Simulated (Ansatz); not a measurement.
**C₃H₈SSi: a ladder of functionals and wavefunction methods**

How much do the methods differ for C₃H₈SSi? The plan is to run it at one geometry with functionals of several rungs and with coupled cluster, and see how far each lands from CCSD(T) at the basis-set limit for the atomisation energy.

Program: Ansatz 0.2.0, Gaussian basis. Level of theory: functionals in def2-TZVPP, the program's frozen cores in correlated methods. These are calculated values, not measurements.

The runs, in order: LDA (SPW92), PBE-D4, revPBE-D4, BLYP-D4, r2SCAN-D4, B97M-V, PBE0-D4, B3LYP-D4, r2SCANh-D4, r2SCAN0-D4, HSE06-D4, BHLYP-D4, CAM-B3LYP-D4, LC-ωPBE, ωB97X-V, ωB97M-V, B2PLYP, PBE-QIDH; CCSD(T)/def2-SVP; CCSD(T)/def2-TZVPP; MP2/def2-QZVPP; extrapolation to the limit; RPA on PBE.

## 1. The relaxed structure

The geometry comes from an earlier relaxation with PBE0-D4 in a triple-zeta def2 set; it is a stationary point, not always the lowest conformer.

SMILES `CS[SiH]1CC1`, 13 atoms, charge 0, spin multiplicity 1.

Atoms are counted from 1 here; the program's logs count them from 0.

Bond lengths: C1–S2 1.819 Å, C1–H6 1.089 Å, C1–H7 1.090 Å, C1–H8 1.090 Å, S2–Si3 2.109 Å, Si3–C4 1.841 Å, Si3–C5 1.846 Å, Si3–H9 1.480 Å, C4–C5 1.547 Å, C4–H10 1.085 Å, C4–H11 1.085 Å, C5–H12 1.085 Å, C5–H13 1.086 Å. Angles: S2–C1–H6 110.9°, S2–C1–H7 111.2°, S2–C1–H8 106.6°, H6–C1–H7 110.1°, H6–C1–H8 109.2°, H7–C1–H8 108.8°, C1–S2–Si3 100.4°, S2–Si3–C4 117.7°, S2–Si3–C5 120.4°, S2–Si3–H9 115.6°, C4–Si3–C5 49.6°, C4–Si3–H9 119.4°, C5–Si3–H9 118.2°, Si3–C4–C5 65.4°, Si3–C4–H10 119.3°, Si3–C4–H11 119.0°, C5–C4–H10 116.5°, C5–C4–H11 116.0° and more.

## 2. LDA

This LDA is Slater exchange with PW92 correlation.

File in.yaml:

```yaml
crystal:
  periodic: [false, false, false]
  atoms:
    - {symbol: C, position_ang: [-1.439946, 1.002240, 1.846722]}
    - {symbol: S, position_ang: [0.347676, 0.739187, 1.637336]}
    - {symbol: Si, position_ang: [0.342129, -0.714833, 0.110030]}
    - {symbol: C, position_ang: [1.670819, -0.625044, -1.161197]}
    - {symbol: C, position_ang: [0.267901, -0.208192, -1.663509]}
    - {symbol: H, position_ang: [-1.885072, 1.394235, 0.933067]}
    - {symbol: H, position_ang: [-1.941439, 0.080889, 2.141845]}
    - {symbol: H, position_ang: [-1.555214, 1.735417, 2.644889]}
    - {symbol: H, position_ang: [-0.217211, -2.032895, 0.485192]}
    - {symbol: H, position_ang: [2.077352, -1.544633, -1.569416]}
    - {symbol: H, position_ang: [2.408335, 0.167829, -1.095509]}
    - {symbol: H, position_ang: [0.144509, 0.841467, -1.908872]}
    - {symbol: H, position_ang: [-0.199439, -0.870468, -2.385778]}
basis:
  gaussian: {orbitals: def2-TZVPP}
hamiltonian: {xc: lda}
output: {orbitals: {seedname: orbitals}}
```

Command:

```sh
ansatz run in.yaml --threads 4 --pin off --events-out ev --progress --plain --max-ram 10444MiB
```

The runs that follow: PBE-D4 (GGA); revPBE-D4 (GGA); BLYP-D4 (GGA); r2SCAN-D4 (meta-GGA); B97M-V (meta-GGA); PBE0-D4 (hybrid); B3LYP-D4 (hybrid); r2SCANh-D4 (hybrid); r2SCAN0-D4 (hybrid); HSE06-D4 (hybrid); BHLYP-D4 (hybrid); CAM-B3LYP-D4 (range-separated); LC-ωPBE (range-separated); ωB97X-V (range-separated); ωB97M-V (range-separated); B2PLYP (double hybrid); PBE-QIDH (double hybrid); CCSD(T) in def2-SVP; CCSD(T) in def2-TZVPP; MP2 in def2-QZVPP; RPA on PBE orbitals.

**Question.** What will the summary of the whole plan be? Wanted: atomisation energy, CCSD(T)/CBS; farthest beyond LDA; mean size of error, GGA; mean size of error, meta-GGA; mean size of error, hybrid; mean size of error, range-separated; mean size of error, double hybrid; gap, smallest and largest; T1 diagnostic.

As calculated:

```
                               quantity                                                                         value
        atomisation energy, CCSD(T)/CBS                                                               1139.8 kcal/mol
functionals within 5.7 kcal/mol (0.5 %)  revPBE-D4, B3LYP-D4, r2SCANh-D4, r2SCAN0-D4, CAM-B3LYP-D4, LC-ωPBE, PBE-QIDH
                    farthest beyond LDA                                                     BHLYP-D4 (-26.2 kcal/mol)
                mean size of error, GGA                                                                 10.6 kcal/mol
           mean size of error, meta-GGA                                                                  7.6 kcal/mol
             mean size of error, hybrid                                                                  8.5 kcal/mol
    mean size of error, range-separated                                                                  4.1 kcal/mol
      mean size of error, double hybrid                                                                  7.4 kcal/mol
              gap, smallest and largest                                     4.54 eV (LDA (SPW92)), 11.40 eV (LC-ωPBE)
                          T1 diagnostic                                                                        0.0109
triples share of the correlation energy                                                                         4.3 %
```

In words: The LDA atomisation energy is off by 156.3 kcal/mol (14 %): it overbinds. PBE-D4 is off by +21.2 kcal/mol. Double hybrids carry the basis error of their MP2 part in triple zeta, and no dispersion term here, so their miss is partly the set-up's. Taken by rung, range-separated functionals do best (4.1 kcal/mol on average) and GGA ones worst beyond LDA (10.6 kcal/mol). Misses under about 5.7 kcal/mol are within the doubt on the reference itself, which lacks core-valence correlation, relativity and higher excitations. Hartree-Fock recovers 74 % of the binding; the rest is correlation. CCSD(T) in def2-SVP is off by -63.6 kcal/mol, which most functionals beat. Orbital gaps span 4.5 to 11.4 eV; exact exchange widens them.
